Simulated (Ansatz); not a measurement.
# CH₈GeSi₂: geometry optimisation

Aim: relax CH₈GeSi₂ at this level.

Program: Ansatz 0.2.0. Level of theory: RKS PBE-D4/def2-SVPD. These are calculated values, not measurements.

### 1 The system as given

12 atoms, charge 0, spin multiplicity 1.

Atoms are counted from 1 here; the program's logs count them from 0.

Bond lengths: Si1–C2 1.871 Å, Si1–H5 1.506 Å, Si1–H6 1.507 Å, Si1–H7 1.508 Å, C2–Si3 1.908 Å, C2–Ge4 2.040 Å, C2–H8 1.106 Å, Si3–Ge4 2.317 Å, Si3–H9 1.498 Å, Si3–H10 1.498 Å, Ge4–H11 1.541 Å, Ge4–H12 1.541 Å. Angles: C2–Si1–H5 111.7°, C2–Si1–H6 108.7°, C2–Si1–H7 112.0°, H5–Si1–H6 108.1°, H5–Si1–H7 108.4°, H6–Si1–H7 107.9°, Si1–C2–Si3 118.7°, Si1–C2–Ge4 116.4°, Si1–C2–H8 113.7°, Si3–C2–Ge4 71.8°, Si3–C2–H8 115.8°, Ge4–C2–H8 114.0°, C2–Si3–Ge4 56.7°, C2–Si3–H9 117.2°, C2–Si3–H10 116.7°, Ge4–Si3–H9 119.8°, Ge4–Si3–H10 121.3°, H9–Si3–H10 113.4° and more.

Coordinates:

```xyz
12
CH8GeSi2
Si   -1.35878    1.11925    0.03719
C    -0.43896   -0.50984    0.00873
Si    1.06947   -0.73207    1.15590
Ge    1.23765   -0.58475   -1.15029
H    -2.14610    1.33525   -1.22777
H    -0.35675    2.23736    0.16131
H    -2.30476    1.21361    1.20728
H    -1.09860   -1.39144   -0.09660
H     1.22694   -2.06066    1.82986
H     1.42074    0.42754    2.03721
H     1.30890   -1.84530   -2.03431
H     1.51734    0.73585   -1.89451
```

### 2 Relaxation

input.yaml reads:

```yaml
crystal:
  periodic: [false, false, false]
  atoms:
    - { symbol: Si, position_ang: [-1.35878, 1.119248, 0.037194] }
    - { symbol: C, position_ang: [-0.438957, -0.509838, 0.00873] }
    - { symbol: Si, position_ang: [1.06947, -0.732071, 1.1559] }
    - { symbol: Ge, position_ang: [1.237655, -0.584751, -1.150286] }
    - { symbol: H, position_ang: [-2.146104, 1.335254, -1.227768] }
    - { symbol: H, position_ang: [-0.356747, 2.237361, 0.161306] }
    - { symbol: H, position_ang: [-2.304758, 1.21361, 1.207276] }
    - { symbol: H, position_ang: [-1.098598, -1.391437, -0.096596] }
    - { symbol: H, position_ang: [1.226939, -2.060658, 1.829859] }
    - { symbol: H, position_ang: [1.42074, 0.427539, 2.037212] }
    - { symbol: H, position_ang: [1.308903, -1.845304, -2.034315] }
    - { symbol: H, position_ang: [1.517338, 0.735846, -1.894512] }
basis:
  gaussian: { orbitals: def2-SVPD }
hamiltonian:
  xc: pbe
  dispersion: d4
output:
  forces: true
relax:
  f_tol: 0.003
  max_steps: 120
```

On the command line:

```sh
ansatz run input.yaml --threads 1 --pin off --max-ram 2560MiB --backend cpu --events-out ev --progress --plain --runs-dir out
```

What does the calculation give? Wanted: energy gained; root mean square move; dipole moment.

**Answer**, as computed:

```
             quantity      value
        energy gained  0.0002 eV
root mean square move    0.019 Å
        dipole moment     0.95 D
```

**Reading.** Bond lengths: Si1–C2 1.871 Å, Si1–H5 1.506 Å, Si1–H6 1.506 Å, Si1–H7 1.508 Å, C2–Si3 1.908 Å, C2–Ge4 2.040 Å, C2–H8 1.106 Å, Si3–Ge4 2.317 Å, Si3–H9 1.498 Å, Si3–H10 1.498 Å, Ge4–H11 1.541 Å, Ge4–H12 1.541 Å. Angles: C2–Si1–H5 111.5°, C2–Si1–H6 108.8°, C2–Si1–H7 112.1°, H5–Si1–H6 108.1°, H5–Si1–H7 108.3°, H6–Si1–H7 107.8°, Si1–C2–Si3 119.4°, Si1–C2–Ge4 116.5°, Si1–C2–H8 113.6°, Si3–C2–Ge4 71.8°, Si3–C2–H8 115.4°, Ge4–C2–H8 113.8°, C2–Si3–Ge4 56.8°, C2–Si3–H9 117.0°, C2–Si3–H10 116.9°, Ge4–Si3–H9 119.8°, Ge4–Si3–H10 121.3°, H9–Si3–H10 113.4° and more. No frequencies were computed here.
